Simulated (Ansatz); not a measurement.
The system is Co2Pd.

```xyz
3
Lattice="2.6379 0.0000 0.0000 -1.3190 2.2845 0.0000 0.0000 0.0000 6.3193" Properties=species:S:1:pos:R:3 pbc="T T T"
Pd    0.0000    0.0000    0.0000
Co    1.3190    0.7615    2.2104
Co    0.0000    1.5230    4.1090
```

The cell comes from a database or a generator and needn't be the stable form of this composition.

* Program: Ansatz 0.2.0
* Task: relaxation of cell and atoms
* Functional: PBEsol
* Potentials or basis: Ansatz PAW
* Cutoff: 420 eV (not typed: the program's choice for these potentials)
* k mesh: 12 × 12 × 4
* Occupations: fermi-dirac, width 0.05 eV
* Spin: collinear spin, ferromagnetic start
* Starting moments: [0.0, 2.0, 2.0] μB

At the start: volume 12.69 Å³/atom.

Problem. Where does the relaxation end?

Solution. It ends after 6 steps and the volume is 12.02 Å³/atom (-5.3 %); space group P-3m1 (No. 164, to 0.05 Å); moment 3.70 μB per cell.

Step by step:
```tsv
step	energy change (eV)	largest force (eV/Å)	volume (Å³)
1	0.0000	0.0436	38.08
2	-0.0692	0.1951	36.10
3	-0.0710	0.0704	36.09
4	-0.0713	0.0012	36.07
5	-0.0713	0.0001	36.07
6	-0.0698	0.0002	36.07
```

Final structure:
```xyz
3
Lattice="2.5880 0.0000 0.0000 -1.2940 2.2413 0.0000 0.0000 0.0000 6.2178" Properties=species:S:1:pos:R:3 pbc="T T T"
Pd    0.0000    0.0000    0.0000
Co    1.2940    0.7471    2.1726
Co    0.0000    1.4942    4.0452
```

Caveat: the plane-wave basis is chosen anew once the cell has moved, so the energies of steps on either side of that aren't comparable; the PAW data sets come from PBE, with cores solved anew for the run's functional, which leaves a small shift of forces and pressure.
